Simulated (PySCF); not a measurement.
# C5H4F4: geometry, NMR shifts, spin-spin couplings and electronic excitations

Wanted: the NMR shifts, spin-spin couplings and electronic excitations of C5H4F4 (`FC1=C(C(F)(F)F)CC1`), by calculation.

Programs: PySCF 2.14.0, with density-fitted response routines of our own. Each step states its level of theory. These are calculated values for one molecule in the gas phase, unless marked as measured. Atoms count from 0, in the outputs and in this text.

### 1 The starting structure

13 atoms, charge 0, multiplicity 1; geometry from: GFN2-xTB.

Bonds of the start (Å): F0–C1 1.32, C1–C2 1.33, C2–C3 1.48, C3–F4 1.35, C3–F5 1.35, C3–F6 1.34, C2–C7 1.51, C7–C8 1.55, C8–C1 1.50, C7–H9 1.09, C7–H10 1.09, C8–H11 1.09, C8–H12 1.09.

### 2 Relaxing the molecule at PBE0-D3(BJ)/def2-SVP

What the job is given:

```
{"job": {"xc": "PBE0", "basis": "def2-SVP", "d3": "d3bj", "grid": 1, "kind": "geom"}, "charge": 0, "multiplicity": 1}
F     -0.305261     1.167906     2.120614
C     -0.451815     0.549059     0.961551
C      0.391881     0.016290     0.078623
C      1.864121    -0.139179    -0.034377
F      2.350769     0.449982    -1.144083
F      2.231025    -1.433097    -0.114738
F      2.523356     0.385876     1.003632
C     -0.730269    -0.408730    -0.843143
C     -1.695605     0.219393     0.199481
H     -0.828207    -1.484365    -0.969912
H     -0.726792     0.078139    -1.815540
H     -2.366814    -0.480309     0.692234
H     -2.260779     1.079521    -0.152071
```

**Question.** This job is followed by: GIAO PBE0/pcSseg-1 NMR shielding, non-relativistic, gas phase; B3LYP/pcJ-1 indirect spin-spin coupling, non-relativistic, gas phase; TDDFT CAM-B3LYP/def2-SVPD, vertical, gas phase, core orbitals frozen in the response; GIAO KT2/pcSseg-1 NMR shielding, non-relativistic, gas phase. What will the session give for the following? point group; rotational constants (main isotopes); 13C shifts against TMS (PBE0/pcSseg-1); 1H shifts against TMS (PBE0/pcSseg-1, means over atoms taken as alike); 19F shifts against CFCl3 (PBE0/pcSseg-1, means over atoms taken as alike); largest coupling of the table (B3LYP/pcJ-1); lowest singlet (CAM-B3LYP/def2-SVPD); lowest triplet; vertical ionisation energy (ΔSCF); range of the shift of F4.

The runs gave:

```
                                                                 quantity                                value
                                                              point group                                   Cs
                                     rotational constants (main isotopes)                 2.57, 1.27, 1.01 GHz
                                   13C shifts against TMS (PBE0/pcSseg-1)  158.8, 123.3, 111.8, 32.5, 19.4 ppm
   1H shifts against TMS (PBE0/pcSseg-1, means over atoms taken as alike)                       2.66, 2.21 ppm
19F shifts against CFCl3 (PBE0/pcSseg-1, means over atoms taken as alike)                     -68.0, -79.0 ppm
                              largest coupling of the table (B3LYP/pcJ-1)             1J(F,C) F0–C1, -428.4 Hz
                                     lowest singlet (CAM-B3LYP/def2-SVPD)          7.11 eV (174 nm), f = 0.286
                                                           lowest triplet                              4.30 eV
                                        vertical ionisation energy (ΔSCF)                             10.17 eV
                                                 range of the shift of F4                  -101.9 to -79.0 ppm
```

What this shows: Over 20 steps the energy fell by 0.035 eV; of the close pairs, C8–H12 changed most, 1.088 to 1.101 Å. At PBE0/pcSseg-1: The largest span, 253 ppm, is at F0, where the paramagnetic term is -227 ppm. Of the pairs tabulated at B3LYP/pcJ-1, F0–C1 couples most strongly (-428.4 Hz; Fermi contact -388.8 Hz). Couplings across rotatable bonds belong to this one conformer; where others are populated, the observed values are averages. Density functionals describe couplings to fluorine poorly, F–F couplings above all, so those rows are rough. The first singlet state (HOMO→LUMO 0.96) lies at 7.11 eV and is bright. The lowest triplet lies 2.81 eV below the lowest singlet (triplets in Tamm-Dancoff, singlets in full TDDFT). The orbital energy would give 9.27 eV for ionisation, ΔSCF gives 10.17 eV. In ppm, F4 (with its like atoms) moves most: its shift spreads over 22.8 ppm, from -101.9 (KT2/pcSseg-1) to -79.0 (PBE0/pcSseg-1).
